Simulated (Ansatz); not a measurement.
A nudged elastic band was laid between two geometries of a periodic cell of 17 atoms, GaW8C8 (surface WC(001), adsorbate Ga).

Computed with Ansatz 0.2.0, DFT PBE, scalar-relativistic, plane waves, PAW. Settings: PAW set soft_1, cutoff 420 eV, k mesh 5x5x1, gaussian smearing 0.1 eV, no spin polarisation.

```yaml
movable_images: 5
climbing_image: yes
spring: 5.0 eV/Å²
optimiser: quadratic models (default)
start_path: IDPP
force_threshold: 0.03 eV/Å
iteration_limit: 35
end_points: relaxed
atoms_held: 1, 5, 9, 13
```

Initial state:

```xyz
17
Lattice="5.8332 0.0000 0.0000 -2.9166 5.0517 0.0000 0.0000 0.0000 16.2592" Properties=species:S:1:pos:R:3
W 0.000 0.000 1.000
C 1.456 0.841 2.320
W 0.000 0.001 3.900
C 1.460 0.843 5.049
W -1.458 2.526 1.000
C 0.000 3.368 2.300
W -1.461 2.525 3.836
C 0.000 3.368 4.926
W 2.917 0.000 1.000
C 4.377 0.841 2.320
W 2.917 0.003 3.835
C 4.373 0.843 5.049
W 1.458 2.526 1.000
C 2.917 3.371 2.320
W 1.461 2.525 3.836
C 2.917 3.366 5.048
Ga 2.917 1.684 6.377
```

Final state:

Only the atoms that move by more than 0.05 Å are listed.
```
W3 0.003 -0.001 3.836
C8 -0.002 3.369 5.049
C12 4.375 0.842 4.926
W15 1.458 2.527 3.900
Ga17 4.375 4.209 6.377
```

Problem. Which bonds break or form, and what moves?

Solution. Contacts lost: C12–Ga17, W15–Ga17. Contacts made: W3–Ga17, C8–Ga17. The atom that moves furthest is Ga17, by 2.92 Å; four of its nearest neighbours are C12 2.14, C4 2.14, C16 2.14, W11 3.05 Å at the first end and C8 2.14, C16 2.14, C4 2.14, W7 3.05 Å at the last.

Problem. Give the energies along the band, and the barrier.

Solution. It converged. The highest image is number 3 of 0 to 6, 0.41 eV above the ends, which have the same energy within 2 meV. By the program's own check the climbing image is a first-order saddle point (lowest curvatures found: -1.03 and 2.00 eV/Å²). Limits of this set-up: coarse k mesh, thin slab, slab without dipole correction, odd electron count without spin.

```tsv
image	path coordinate (Å)	energy (eV)	C12–Ga17 (Å)	W15–Ga17 (Å)	W3–Ga17 (Å)
0	0.00	0.00	2.14	3.05	4.18
1	0.49	0.13	2.08	3.27	4.09
2	0.97	0.29	2.07	3.52	4.02
3	1.46	0.41	2.09	3.73	3.92
4	2.09	0.39	2.61	3.95	3.65
5	2.73	0.18	3.19	4.07	3.35
6	3.37	0.00	3.67	4.18	3.05
```

Problem. What is the geometry of the highest image?

Solution. 
```xyz
17
Lattice="5.8332 0.0000 0.0000 -2.9166 5.0517 0.0000 0.0000 0.0000 16.2592" Properties=species:S:1:pos:R:3
W 0.000 0.000 1.000
C 1.459 0.842 2.315
W -0.020 -0.011 3.884
C 1.424 0.827 4.974
W -1.458 2.526 1.000
C 0.009 3.373 2.317
W -1.461 2.525 3.748
C -0.056 3.338 5.016
W 2.917 0.000 1.000
C 4.372 0.831 2.314
W 2.915 -0.004 3.897
C 4.389 0.892 5.053
W 1.458 2.526 1.000
C 2.906 3.370 2.314
W 1.454 2.528 3.895
C 2.966 3.358 5.054
Ga 4.132 2.387 6.485
```

Time of the run: 44 min on 4 threads of Arm Neoverse V1 (shared host), peak memory 4.1 GiB.
